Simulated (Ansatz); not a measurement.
# BiP (NiAs type): other levels of theory at one geometry

One table from this session's results is given with a row withheld; the runs are named, their logs left out.

Computed with Ansatz 0.2.0 (DFT at several levels, plane waves, PAW, unless a step's input says otherwise).

2 further runs of the same task are left out: 1 that didn't finish, 1 set aside as unsound or not needed. Runs told in other sessions of the task aren't counted.

## The structure to begin with

The structure is hexagonal, space group P6_3/mmc (No. 194). The conventional cell has a = 4.050 Å, b = 4.050 Å, c = 7.216 Å, α = 90.00°, β = 90.00°, γ = 120.00°. Bi (site symmetry -3m) has 6 P at 2.95 Å in its first shell of neighbours. Around P (site symmetry -6m2) lie 6 Bi at 2.95 Å.

As a file:

```cif
data_structure
_symmetry_space_group_name_H-M 'P 1'
_symmetry_Int_Tables_number 1
_cell_length_a 4.0499
_cell_length_b 4.0499
_cell_length_c 7.2165
_cell_angle_alpha 90.000
_cell_angle_beta 90.000
_cell_angle_gamma 120.000
_cell_volume 102.50
loop_
_atom_site_label
_atom_site_type_symbol
_atom_site_fract_x
_atom_site_fract_y
_atom_site_fract_z
_atom_site_occupancy
Bi1 Bi 0.00000 0.00000 0.00000 1
Bi2 Bi 0.00000 0.00000 0.50000 1
P1 P 0.33333 0.66667 0.25000 1
P2 P 0.66667 0.33333 0.75000 1
```

An earlier run at PBE left this cell at 25.626 Å³/atom and -0.01 GPa (10×10×6 mesh), a metal on this mesh.

Levels to run: PBE+SOC; r²SCAN; PBEsol; LDA. Hardware: 2 threads of Arm Neoverse V1, shared host.

The first run:

input.yaml reads:

```yaml
crystal:
  lattice:
    - [4.0498966654, 0.0, 0.0]
    - [-2.0249483327, 3.507313395, 0.0]
    - [0.0, 0.0, 7.2164800216]
  atoms:
    - { symbol: Bi, position: [0.0, 0.0, 0.0] }
    - { symbol: Bi, position: [0.0, 0.0, 0.5] }
    - { symbol: P, position: [0.3333333333, 0.6666666667, 0.25] }
    - { symbol: P, position: [0.6666666667, 0.3333333333, 0.75] }
basis:
  ecutwfc: 420
  ecutrho_ratio: 4
kpoints:
  mp_grid: { grid: [10, 10, 6] }
hamiltonian:
  xc: pbe
scf:
  occupations: { method: gaussian, width: 0.05 }
output:
  forces: true
  stress: true
  eigenvalues: true
  populations: true
  dos: { projected: true, de: 0.02 }
  write_density: true
  write_potential: true
  elf: true
  volumetric_format: npy
magnetization:
  noncollinear: true
  spin_orbit: true
```

Launch:

```bash
ansatz run input.yaml --threads 2 --pin off --max-ram 2662MiB --backend cpu --events-out ev --progress --plain --runs-dir out
```

Steps of the session up to this table: PBE+SOC; r²SCAN; PBEsol; LDA.

One of the session's tables, all rows but one given; the rest of the session is left out.

```
  level  pressure (GPa)
    PBE             0.0
    LDA            -4.2
 PBEsol            -2.9
PBE+SOC               ?
 r²SCAN            -1.0
```

Estimate the missing values for PBE+SOC.

**Answer.** pressure (GPa): 0.6. In the column «pressure (GPa)» it is the highest.

The pressure runs from -4.2 GPa (LDA) to 0.6 GPa (PBE+SOC); a negative pressure means that level wants a smaller cell, a positive one a larger cell. Total energies of different levels have different zeros and can't be compared.
